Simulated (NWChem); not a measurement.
# [Te2]2− ([Te2]2-): levels of theory compared

We compute a comparison of 3 runs (HF/def2-SVP, HF/STO-3G, CAM-B3LYP/def2-SVP) of [Te2]2− ([Te2]2-). 

Program for the calculation: NWChem 7.3.0.

## 1. The system as given

[Te2]2− has 2 atoms, charge -2, and is taken as a singlet. Geometry: a GFN2-xTB relaxation, a rough one for these elements and not checked as a minimum.

Bond lengths: Te1–Te2 2.847 Å.

## 2. Energy and gradient at HF/def2-SVP (core potential) (run 1)

te2.nw

```
start te2
memory total 2200 mb
charge -2

geometry units angstrom noautosym nocenter noautoz
Te    1.047470    0.356140    0.895960
Te   -1.047470   -0.356140   -0.895960
end

basis spherical bse
* library def2-SVP
end

ecp bse
Te library def2-SVP
end

scf
thresh 1e-08
maxiter 80
end

task scf gradient
```

Run with:

```sh
$ nwchem te2.nw > te2.out
```

Standard output:

```text
[...]
  functions       =    52
[...]
  wavefunction    = RHF
[...]
         Total SCF energy =   -533.927270598931
      One-electron energy =  -1168.651108719328
      Two-electron energy =    527.672758464737
 Nuclear repulsion energy =    107.051079655659
        Time for solution =      3.2s
[...]
                         RHF ENERGY GRADIENTS
    atom               coordinates                        gradient
                 x          y          z           x          y          z
   1 Te      1.979431   0.673007   1.693119   -0.003924  -0.001334  -0.003357
   2 Te     -1.979431  -0.673007  -1.693119    0.003924   0.001334   0.003357
[...]
```

It took 4.5 s on 1 thread of Intel Xeon 6975P-C (Granite Rapids), shared host; peak memory 0.097 GiB.

## 3. Energy and gradient at HF/STO-3G (run 2)

run.py

```python
from ase import Atoms
from ase.calculators.nwchem import NWChem

molecule = Atoms(['Te', 'Te'], positions=[
    [1.047470, 0.356140, 0.895960],
    [-1.047470, -0.356140, -0.895960],
])

calc = NWChem(
    label='work',
    theory='scf',
    memory='2200 mb',
    basis='STO-3G',
    basispar='spherical bse',
    charge=-2,
    scf={'nopen': '0', 'rhf': None, 'thresh': '1e-08', 'maxiter': '80'},
)
molecule.calc = calc

forces = molecule.get_forces()
print(f"energy = {molecule.get_potential_energy():.6f} eV")
print("forces (eV/A):")
for s, f in zip(molecule.symbols, forces):
    print(f"{s:2s} {f[0]:10.5f} {f[1]:10.5f} {f[2]:10.5f}")
print("dipole (e A):", molecule.get_dipole_moment().round(4))
```

Run with:

```sh
$ export ASE_NWCHEM_COMMAND="nwchem PREFIX.nwi > PREFIX.nwo"
$ python run.py
```

Standard output:

```text
energy = -356303.861299 eV
forces (eV/A):
Te   -0.35270   -0.11992   -0.30169
Te    0.35270    0.11992    0.30169
dipole (e A): [-0. -0. -0.]
```

The calculator wrote work.nwi:

```
title "work"

permanent_dir work

scratch_dir work

start work

geometry units angstrom nocenter noautosym noautoz
  Te 1.0474699999999999e+00 3.5614000000000001e-01 8.9595999999999998e-01
  Te -1.0474699999999999e+00 -3.5614000000000001e-01 -8.9595999999999998e-01
end

charge -2

memory 2200 mb

basis spherical bse noprint
   * library STO-3G
end

scf
  nopen 0
  rhf
  thresh 1e-08
  maxiter 80
end

task scf gradient
```

work.nwo (excerpt; [...] marks lines left out):

```text
[...]
      One-electron energy = -19132.425580140509
[... 1 line left out ...]
 Nuclear repulsion energy =    502.545346161288
[... 62 lines left out ...]
                       ROHF Final Molecular Orbital Analysis
[... 158 lines left out ...]
       Multipole analysis of the density wrt the origin
[...]
  wavefunction    =   RHF
                         RHF ENERGY GRADIENTS
    atom               coordinates                        gradient
                 x          y          z           x          y          z
   1 Te      1.979431   0.673007   1.693119    0.006859   0.002332   0.005867
   2 Te     -1.979431  -0.673007  -1.693119   -0.006859  -0.002332  -0.005867
[...]
```

It took 4.5 s on 1 thread of Intel Xeon 6975P-C (Granite Rapids), shared host; peak memory 0.094 GiB.

## 4. Energy and forces at CAM-B3LYP/def2-SVP (core potential) (run 3)

job.nw

```
start job
memory 2200 mb
charge -2

geometry noautosym nocenter noautoz
   Te    1.047470    0.356140    0.895960
   Te   -1.047470   -0.356140   -0.895960
end

basis spherical bse
   * library def2-SVP
end

ecp bse
   Te library def2-SVP
end

dft
   xc xcamb88 1.00 lyp 0.81 vwn_5 0.19 hfexch 1.00
   cam 0.33 cam_alpha 0.19 cam_beta 0.46
   mult 1
   grid xfine
   convergence energy 1e-08
   direct
   maxiter 100
   mulliken
   print low
end

task dft gradient
```

Run with:

```sh
$ nwchem job.nw > job.out
```

Standard output:

```text
[...]
 d= 0,ls=0.0,diis     1   -535.6004450902 -6.43D+02  6.88D-02  3.33D+00     1.2
[...]
 d= 0,ls=0.0,diis     8   -535.9838563778 -2.24D-11  4.36D-08  9.64D-13     7.7
         Total DFT energy =     -535.983856377834
      One electron energy =    -1169.459859650498
           Coulomb energy =      568.417217004152
    Exchange-Corr. energy =      -41.992293387147
 Nuclear repulsion energy =      107.051079655659
[...]
      Total Density - Mulliken Population Analysis
     ---------------------------------------------
    Atom       Charge   Shell Charges
 -----------   ------   -------------------------------------------------------
    1 Te  24    25.00   0.27  1.77  1.20  0.71  3.15  2.88  2.04  2.94  9.81  0.22
    2 Te  24    25.00   0.27  1.77  1.20  0.71  3.15  2.88  2.04  2.94  9.81  0.22
[...]
                         DFT ENERGY GRADIENTS
    atom               coordinates                        gradient
                 x          y          z           x          y          z
   1 Te      1.979431   0.673007   1.693119   -0.003545  -0.001205  -0.003032
   2 Te     -1.979431  -0.673007  -1.693119    0.003545   0.001205   0.003032
 Task  times  cpu:       11.1s     wall:       11.1s
 Total times  cpu:       11.1s     wall:       11.1s
```

Run time: 12 s. Hardware: 1 thread of Intel Xeon 6975P-C (Granite Rapids), shared host; peak memory 0.15 GiB.

## 5. All runs side by side

```tsv
run	level	core potential	iteration cap	energy (Eh)	HOMO energy (eV)	LUMO energy (eV)	HOMO–LUMO gap (eV)	wall time
1	HF/def2-SVP (core potential)	def2-SVP	80	-533.927271	3.22	11.33	8.11	4.5 s
2	HF/STO-3G	–	80	-13093.925498	8.00	18.96	10.96	4.5 s
3	CAM-B3LYP/def2-SVP (core potential)	def2-SVP	100	-535.983856	–	–	–	12 s
```

## 6. Outcome

| quantity | value |
| --- | --- |
| run 3: total energy | -535.98386 Eh |
| run 3: largest force on an atom | 0.248 eV/Å |

What this shows: Some runs of one species differ in core potentials or relativity; totals across that change don't compare. In runs 1, 2 the HOMO lies above zero, so the outermost electron may be held by the basis alone. In run 2 the basis is minimal, so the values are rough. In run 2 relativity is left out where basis or elements ask for it. All runs together took 21 s, the longest 12 s.
